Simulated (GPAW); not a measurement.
# Mg6FeB (Amm2) in GPAW: band structure with PBEsol

Aim: the band structure of Mg6FeB with PBEsol.

All numbers are computed with GPAW 26.7.0; they aren't measurements. Logs are shortened: lines on timing, memory, paths and dates and some standing lists are left out, and cuts for length are marked. The log counts tension as positive stress, the text compression.

### Step 1. The crystal as given

The structure is orthorhombic, space group Amm2 (No. 38). The conventional cell has a = 3.208 Å, b = 9.449 Å, c = 10.152 Å, α = 90.00°, β = 90.00°, γ = 90.00°. Fe (site symmetry mm2) has 2 B at 1.89 Å as nearest neighbours. Around Mg (site symmetry mm2) lie 2 Fe at 2.94 Å and 6 Mg at 2.98 to 3.21 Å. Mg (site symmetry m) is surrounded by 1 B at 2.52 Å and 2 Fe at 2.68 Å. Mg (site symmetry mm2) is surrounded by 10 Mg at 3.07 to 3.22 Å. Mg (site symmetry m) has 2 B at 2.55 Å and 1 Fe at 2.71 Å as nearest neighbours. Around B (site symmetry mm2) lie 2 Fe at 1.89 Å.

The cell comes from a database or a generator and needn't be the stable form of this composition.

### Step 2. Band structure, PBEsol, collinear spin, ferromagnetic start

run.py reads:

```python
from ase import Atoms
from ase.dft.bandgap import bandgap
from ase.io import write
from ase.units import GPa
from gpaw import GPAW, PW, setup_paths

setup_paths.insert(0, '.')

atoms = Atoms(['Fe', 'Mg', 'Mg', 'Mg', 'Mg', 'Mg', 'Mg', 'B'],
              cell=[[3.208447, 0.0, 0.0],
                    [0.0, 4.724401, 5.0761875],
                    [0.0, -4.724401, 5.0761875]],
              scaled_positions=[[0.0, 0.838397, 0.838397],
                                [0.5, 0.081357, 0.081357],
                                [0.5, 0.099046, 0.650398],
                                [0.5, 0.650398, 0.099046],
                                [0.0, 0.34621, 0.34621],
                                [0.0, 0.454365, 0.790203],
                                [0.0, 0.790203, 0.454365],
                                [0.5, 0.740024, 0.740024]],
              pbc=True)
atoms.set_initial_magnetic_moments([3.0, 0.0, 0.0, 0.0, 0.0, 0.0, 0.0, 0.0])

calc = GPAW(mode=PW(800),
            xc='PBEsol',
            kpts={'size': (6, 3, 3), 'gamma': True},
            occupations={'name': 'fermi-dirac', 'width': 0.05},
            nbands=58,
            convergence={'density': 1e-05, 'energy': 1e-05},
            maxiter=150,
            txt='gpaw.txt')
atoms.calc = calc
energy = atoms.get_potential_energy()
forces = atoms.get_forces()
stress = atoms.get_stress()
calc.write('gs.gpw')
write('result.traj', atoms)
print(f'Energy: {energy:.6f} eV')
print('Forces (eV/A):')
print(forces.round(4))
print('Stress (GPa):', (stress / GPa).round(3))
print('Moments:', calc.get_magnetic_moments().round(3))
print('Fermi level:', round(calc.get_fermi_level(), 4), 'eV')
print(f'Gap: {bandgap(calc)[0]:.4f} eV, direct: {bandgap(calc, direct=True)[0]:.4f} eV')

path = atoms.cell.bandpath('GXSRAZGYX1A1TY,ZT', npoints=80, eps=1e-4)
bs_calc = calc.fixed_density(kpts=path, symmetry='off', nbands=88,
                             convergence={'bands': 'CBM+6.0', 'eigenstates': 1e-6}, txt='bands.txt')
bs = bs_calc.band_structure()
bs.write('bs.json')
print(f'Gap on the path: {bandgap(bs_calc)[0]:.4f} eV')
```

Potentials or basis: PAW data sets generated in the run's folder for this functional, pw.

Started as:

```
> gpaw-setup -f PBEsol B Fe Mg
> OMP_NUM_THREADS=1 python run.py
```

gpaw.txt:

```text
__  _  _
 | _ |_)|_||  |
 |__||  | ||/\| - 26.7.0

Input parameters:
  mode=PW(ecut=800.0),
  convergence={'density': 1e-05, 'energy': 1e-05},
  kpts=MonkhorstPack(size=(6, 3, 3), gamma=True),
  maxiter=150,
  nbands=58,
  occupations=Occupations(name='fermi-dirac', width=0.05),
  xc=XC(name='PBEsol')

Diagonalizing LCAO Hamiltonian
Converting LCAO to pw mode

         Fe

          Mg B

        Mg     Mg

         Mg

           Mg

             Mg

Atoms  # Å, Bohr magnetons
|   | symbol |        x |         y |        z |    initial magnetic moments |
|---|--------|----------|-----------|----------|-----------------------------|
| 0 |     Fe | 0.000000 |  0.000000 | 8.511721 | ( 0.0000,  0.0000,  3.0000) |
| 1 |     Mg | 1.604224 |  0.000000 | 0.825967 | ( 0.0000,  0.0000,  0.0000) |
| 2 |     Mg | 1.604224 | -2.604808 | 3.804318 | ( 0.0000,  0.0000,  0.0000) |
| 3 |     Mg | 1.604224 |  2.604808 | 3.804318 | ( 0.0000,  0.0000,  0.0000) |
| 4 |     Mg | 0.000000 | -0.000000 | 3.514854 | ( 0.0000,  0.0000,  0.0000) |
| 5 |     Mg | 0.000000 | -1.586633 | 6.317661 | ( 0.0000,  0.0000,  0.0000) |
| 6 |     Mg | 0.000000 |  1.586633 | 6.317661 | ( 0.0000,  0.0000,  0.0000) |
| 7 |      B | 1.604224 |  0.000000 | 7.513001 | ( 0.0000,  0.0000,  0.0000) |

Unit cell  # Å
| periodic |        x |         y |        z |  lengths |    angles |
|----------|----------|-----------|----------|----------|-----------|
|      yes | 3.208447 |  0.000000 | 0.000000 | 3.208447 | 85.888567 |
|      yes | 0.000000 |  4.724401 | 5.076187 | 6.934526 | 90.000000 |
|      yes | 0.000000 | -4.724401 | 5.076187 | 6.934526 | 90.000000 |

Number of symmetries: 4
Symmetry operations  # r_c * U_cc + t_c -> r_c
|   | kind |            matrix            |
|---|------|------------------------------|
| 0 |  E   |  1, 0, 0,  0, 1, 0,  0, 0, 1 |
| 1 |  σ   |  1, 0, 0,  0, 0, 1,  0, 1, 0 |
| 2 |  σ   | -1, 0, 0,  0, 1, 0,  0, 0, 1 |
| 3 |  C2  | -1, 0, 0,  0, 0, 1,  0, 1, 0 |

BZ-sampling:
  Number of BZ points: 54
  Number of IBZ points: 16

  Monkhorst-Pack size: [6, 3, 3]
  Monkhorst-Pack shift: [0.08333333333333333, 0.0, 0.0]

K-points  # in reciprocal-cell coordinates
|     |                                coordinates |     weight |
|-----|--------------------------------------------|------------|
|   0 | (  0.00000000,   0.00000000,   0.00000000) | 0.01851852 |
|   1 | (  0.00000000,   0.33333333,  -0.33333333) | 0.03703704 |
|   2 | (  0.00000000,   0.33333333,   0.00000000) | 0.07407407 |
|   3 | (  0.00000000,   0.33333333,   0.33333333) | 0.03703704 |
|   4 | (  0.16666667,   0.00000000,   0.00000000) | 0.03703704 |
|   5 | (  0.16666667,   0.33333333,  -0.33333333) | 0.07407407 |
|   6 | (  0.16666667,   0.33333333,   0.00000000) | 0.14814815 |
|   7 | (  0.16666667,   0.33333333,   0.33333333) | 0.07407407 |
|   8 | (  0.33333333,   0.00000000,   0.00000000) | 0.03703704 |
|   9 | (  0.33333333,   0.33333333,  -0.33333333) | 0.07407407 |
| ... |                                            |            |
|  15 | (  0.50000000,   0.33333333,   0.33333333) | 0.03703704 |

Plane wave coefficients: 7942
Cutoff: 800.0 eV

Spin-components: 2 (collinear spins)
Bands:           58
Projectors:      41
Spin-degeneracy: 1
Datatype:        complex128

Parallelization:
  kpt:    1
  domain: 1
  band:   1

Density:
  Valence electrons: 71.0
  Components: 2
  Grid points: [21 48 48]
  Charge: 0.0  # |e|

Potential:
  Grid points: [21 48 48]

species:
  Fe:
    name:    Iron
    Z:       26.0
    valence: 8
    core:    18
    charge:  0.0  # [|e|]
    compensation charges:
      type: gauss
      rc: 0.33  # [Å]
      lmax: 2
    cutoffs:
      filter: 2.06  # [Å]
      core: 2.67  # [Å]
    projectors
    | kind |    occ | energy [eV] | rcut [Å] |
    |------|--------|-------------|----------|
    |   4s |  2.000 |      -5.310 |    1.164 |
    |   4p |  0.000 |      -1.300 |    1.058 |
    |   3d |  6.000 |      -7.529 |    1.058 |
    |    s |        |      21.902 |    1.164 |
    |    p |        |      25.911 |    1.058 |
    |    d |        |      19.682 |    1.058 |

    Using partial waves for Fe as LCAO basis

  Mg:
    name:    Magnesium
    Z:       12.0
    valence: 10
    core:    2
    charge:  0.0  # [|e|]
    compensation charges:
      type: gauss
      rc: 0.33  # [Å]
      lmax: 2
    cutoffs:
      filter: 1.86  # [Å]
      core: 0.54  # [Å]
    projectors
    | kind |    occ | energy [eV] | rcut [Å] |
    |------|--------|-------------|----------|
    |   2s |  2.000 |     -79.588 |    1.090 |
    |   3s |  2.000 |      -4.679 |    1.090 |
    |   2p |  6.000 |     -46.550 |    1.085 |
    |   3p |  0.000 |      -1.306 |    1.085 |
    |    d |        |       0.000 |    1.037 |

    Using partial waves for Mg as LCAO basis

  B:
    name:    Boron
    Z:       5.0
    valence: 3
    core:    2
    charge:  0.0  # [|e|]
    compensation charges:
      type: gauss
      rc: 0.20  # [Å]
      lmax: 2
    cutoffs:
      filter: 1.14  # [Å]
      core: 1.42  # [Å]
    projectors
    | kind |    occ | energy [eV] | rcut [Å] |
    |------|--------|-------------|----------|
    |   2s |  2.000 |      -9.361 |    0.635 |
    |   2p |  1.000 |      -3.555 |    0.635 |
    |    s |        |      17.850 |    0.635 |
    |    p |        |      23.657 |    0.635 |
    |    d |        |       0.000 |    0.635 |

    Using partial waves for B as LCAO basis

Reference energy: -67879.118935  # eV

eigensolver:
  PPCG
  Converge bands: occupied
  niter=2

density mixing:
  MSR1-Mixer
  Pratt-step length: 0.05
  Maximum mixing coefficient: 0.75
  Old densities: 10
  SVD Regularization: 0.005
  Good broyden scale: 1.0
  Trust region scale: 1.0
  Backstep threshold: 4.0
  History deletion threshold: 6.0
  Fourier metric: weight=20.0, sigma=0.015

occupation numbers:
  Fermi-Dirac:
    width: 0.0500  # eV

poisson solver:
  ecut: 6400.0  # eV

xc functional:
  name: PBEsol with 2 nearest neighbor stencil

convergence criteria:
- Maximum integral of absolute [dens]ity change: 1e-05 electrons / valence electron
- Maximum [total energy] change in last 3 cyles: 1e-05 eV / valence electron
- Maximum integral of absolute [eigenst]ate change: 4e-08 eV^2 / valence electron
maximum number of iterations: 150

SCF iterations
|iter     | |      energy | eigst |  dens |  magmom |
|---------|-|-------------|-------|-------|---------|
|iter:   1| |  -32.001531 | +0.41 |       |  +3.0129|
|iter:   2| |  -28.038036 | -1.23 | -0.90 |  +2.9024|
|iter:   3| |  -27.134077 | -1.87 | -1.15 |  +2.7660|
|iter:   4| |  -26.834539 | -1.51 | -1.27 |  +2.4869|
|iter:   5| |  -26.720683 | -2.36 | -1.34 |  +2.2781|
|iter:   6| |  -26.828023 | -2.38 | -1.57 |  +1.9059|
|iter:   7| |  -26.853500 | -2.50 | -1.66 |  +1.4855|
|iter:   8| |  -26.890179 | -3.07 | -2.16 |  +1.1934|
|iter:   9| |  -26.903066 | -2.97 | -2.03 |  +0.9250|
|iter:  10| |  -26.915502 | -3.13 | -2.22 |  +0.7215|
|iter:  11| |  -26.917812 | -3.40 | -2.39 |  +0.5452|
|iter:  12| |  -26.920171 | -3.75 | -2.63 |  +0.4179|
|iter:  13| |  -26.921494 | -4.33 | -2.76 |  +0.3607|
|iter:  14| |  -26.922599 | -4.03 | -2.97 |  +0.2593|
|iter:  15| |  -26.922727 | -4.63 | -3.28 |  +0.2123|
|iter:  16| |  -26.922733c| -5.58 | -3.42 |  +0.2038|
|iter:  17| |  -26.922760c| -5.46 | -3.61 |  +0.1837|
|iter:  18| |  -26.922702c| -6.11 | -3.50 |  +0.1845|
|iter:  19| |  -26.922696c| -5.74 | -3.82 |  +0.1674|
|iter:  20| |  -26.922621c| -5.92 | -3.72 |  +0.1527|
|iter:  21| |  -26.922515c| -5.27 | -4.05 |  +0.1196|
|iter:  22| |  -26.922444c| -5.37 | -3.99 |  +0.0893|
|iter:  23| |  -26.922301c| -4.67 | -3.98 |  +0.0195|
|iter:  24| |  -26.922378c| -5.43 | -3.67 |  +0.0466|
|iter:  25| |  -26.922324c| -5.03 | -4.08 |  -0.0002|
|iter:  26| |  -26.922339c| -6.11 | -3.48 |  -0.0025|
|iter:  27| |  -26.922345c| -5.98 | -4.08 |  -0.0171|
|iter:  28| |  -26.922350c| -7.14 | -4.27 |  -0.0147|
|iter:  29| |  -26.922352c| -7.49c| -4.54 |  -0.0159|
|iter:  30| |  -26.922354c| -7.42c| -4.96 |  -0.0129|
|iter:  31| |  -26.922351c| -7.45c| -4.90 |  -0.0101|
|iter:  32| |  -26.922350c| -7.51c| -5.28c|  -0.0075|

Converged in 32 steps
Energy contributions relative to reference atoms: (reference = -67879.118935)

Energy contributions:
  Kinetic:           1.474086
  Coulomb:           8.299979
  Zero:             -0.153630
  External:          0.000000
  Xc:              -36.521653
  Entropy:          -0.042265
  Spinorbit:         0.000000
  ----------------------------
  Free energy:     -26.943483
  Extrapolated:    -26.922350

dipole moment: (-21.690575, 0.000000, -9.184337)  # |e|*Ang

Total magnetic moment: (0.000000, 0.000000, -0.007534)

Local magnetic moments
|        x |        y |         z |
|----------|----------|-----------|
| 0.000000 | 0.000000 | -0.006537 |  # Fe   0
| 0.000000 | 0.000000 |  0.000035 |  # Mg   1
| 0.000000 | 0.000000 |  0.000007 |  # Mg   2
| 0.000000 | 0.000000 |  0.000007 |  # Mg   3
| 0.000000 | 0.000000 | -0.000068 |  # Mg   4
| 0.000000 | 0.000000 | -0.000038 |  # Mg   5
| 0.000000 | 0.000000 | -0.000038 |  # Mg   6
| 0.000000 | 0.000000 |  0.000162 |  # B    7

Fermi level: 4.068
Eigenvalues  # (at kpt = [0.000, 0.000, 0.000])
| band index |      eig [eV] | occ [0-1] |      eig [eV] | occ [0-1] |
|------------|---------------|-----------|---------------|-----------|
|          0 |       -71.691 |     1.000 |       -71.691 |     1.000 |
|        ... |               |           |               |           |
|         29 |         1.507 |     1.000 |         1.505 |     1.000 |
|         30 |         1.893 |     1.000 |         1.890 |     1.000 |
|         31 |         2.188 |     1.000 |         2.186 |     1.000 |
|         32 |         2.564 |     1.000 |         2.563 |     1.000 |
|         33 |         2.750 |     1.000 |         2.749 |     1.000 |
|         34 |         3.610 |     1.000 |         3.604 |     1.000 |
[... 8 lines left out ...]
|         43 |         9.922 |     0.000 |         9.922 |     0.000 |
|         44 |        10.888 |     0.000 |        10.888 |     0.000 |
|        ... |               |           |               |           |
|         57 |        15.328 |     0.000 |        15.327 |     0.000 |

No gap
No difference between direct/indirect transitions

Forces  # eV/Ang
|       x |        y |        z |
|---------|----------|----------|
| 0.00000 |  0.00000 | -0.07100 |  # Fe   0
| 0.00000 |  0.00000 | -0.05362 |  # Mg   1
| 0.00000 | -0.03005 | -0.01746 |  # Mg   2
| 0.00000 |  0.03005 | -0.01746 |  # Mg   3
| 0.00000 |  0.00000 | -0.02250 |  # Mg   4
| 0.00000 |  0.06358 |  0.02630 |  # Mg   5
| 0.00000 | -0.06358 |  0.02630 |  # Mg   6
| 0.00000 |  0.00000 |  0.12944 |  # B    7

Stress tensor  # eV/Ang^3
|        x |        y |        z |
|----------|----------|----------|
| 0.012256 | 0.000000 | 0.000000 |
| 0.000000 | 0.006942 | 0.000000 |
| 0.000000 | 0.000000 | 0.007226 |

# Writing to gs.gpw (mode='')
```

Run time: 38 min. Hardware: 1 thread of Arm Neoverse V2, shared host; peak memory 2.6 GiB.

What came out:

| Quantity | Value |
| --- | --- |
| Free energy | -26.9435 eV |
| Pressure | -1.4 GPa |
| Largest force | 0.129 eV/Å |
| Band gap along the path | none (metal or under the smearing width) |
| Net moment | -0.01 μB per cell |

Forces in eV/Å, atoms in the order of the input:
```
Fe   0.000  0.000 -0.071
Mg   0.000  0.000 -0.054
Mg   0.000 -0.030 -0.017
Mg   0.000  0.030 -0.017
Mg   0.000  0.000 -0.022
Mg   0.000  0.064  0.026
Mg   0.000 -0.064  0.026
B    0.000  0.000  0.129
```

Levels at the corners of the path, in eV from the Fermi level:
Spin up:
| point | band 33 | band 34 | band 35 | band 36 | band 37 | band 38 | band 39 | band 40 |
| --- | --- | --- | --- | --- | --- | --- | --- | --- |
| Γ | -1.50 | -1.32 | -0.46 | -0.45 | -0.11 | 0.92 | 3.87 | 4.04 |
| X | -0.64 | -0.46 | -0.22 | 0.60 | 0.76 | 1.08 | 1.41 | 1.93 |
| S | -1.03 | -0.86 | -0.46 | -0.29 | 0.87 | 1.96 | 2.33 | 2.68 |
| R | -0.89 | -0.64 | -0.11 | 0.07 | 0.72 | 0.83 | 0.87 | 1.18 |
| A | -0.92 | -0.78 | -0.58 | -0.42 | -0.27 | 0.98 | 1.72 | 2.50 |
| Z | -0.70 | -0.53 | -0.49 | -0.29 | 0.06 | 1.00 | 1.04 | 1.70 |
| Γ | -1.50 | -1.32 | -0.46 | -0.45 | -0.11 | 0.92 | 3.87 | 4.04 |
| Y | -0.62 | -0.46 | -0.19 | 0.65 | 0.92 | 1.00 | 1.27 | 1.99 |
| X1 | -0.64 | -0.46 | -0.22 | 0.60 | 0.76 | 1.08 | 1.41 | 1.93 |
| A1 | -0.92 | -0.78 | -0.58 | -0.42 | -0.27 | 0.98 | 1.72 | 2.50 |
| T | -0.92 | -0.77 | -0.60 | -0.44 | -0.27 | 0.99 | 1.72 | 2.55 |
| Y | -0.62 | -0.46 | -0.19 | 0.65 | 0.92 | 1.00 | 1.27 | 1.99 |
| Z | -0.70 | -0.53 | -0.49 | -0.29 | 0.06 | 1.00 | 1.04 | 1.70 |
| T | -0.92 | -0.77 | -0.60 | -0.44 | -0.27 | 0.99 | 1.72 | 2.55 |
Spin down:
```csv
point,band 33,band 34,band 35,band 36,band 37,band 38,band 39,band 40
Γ,-1.51,-1.32,-0.46,-0.45,-0.12,0.92,3.87,4.04
X,-0.64,-0.46,-0.22,0.60,0.76,1.08,1.41,1.93
S,-1.03,-0.86,-0.46,-0.30,0.86,1.96,2.33,2.68
R,-0.90,-0.65,-0.11,0.07,0.72,0.83,0.87,1.18
A,-0.93,-0.78,-0.58,-0.42,-0.28,0.98,1.72,2.50
Z,-0.70,-0.53,-0.50,-0.30,0.06,1.00,1.03,1.70
Γ,-1.51,-1.32,-0.46,-0.45,-0.12,0.92,3.87,4.04
Y,-0.63,-0.46,-0.20,0.65,0.92,1.00,1.27,1.99
X1,-0.64,-0.46,-0.22,0.60,0.76,1.08,1.41,1.93
A1,-0.93,-0.78,-0.58,-0.42,-0.28,0.98,1.72,2.50
T,-0.92,-0.77,-0.60,-0.44,-0.28,0.99,1.72,2.55
Y,-0.63,-0.46,-0.20,0.65,0.92,1.00,1.27,1.99
Z,-0.70,-0.53,-0.50,-0.30,0.06,1.00,1.03,1.70
T,-0.92,-0.77,-0.60,-0.44,-0.28,0.99,1.72,2.55
```

Caveat: the starting moments collapsed, and a magnetic state may lie lower.
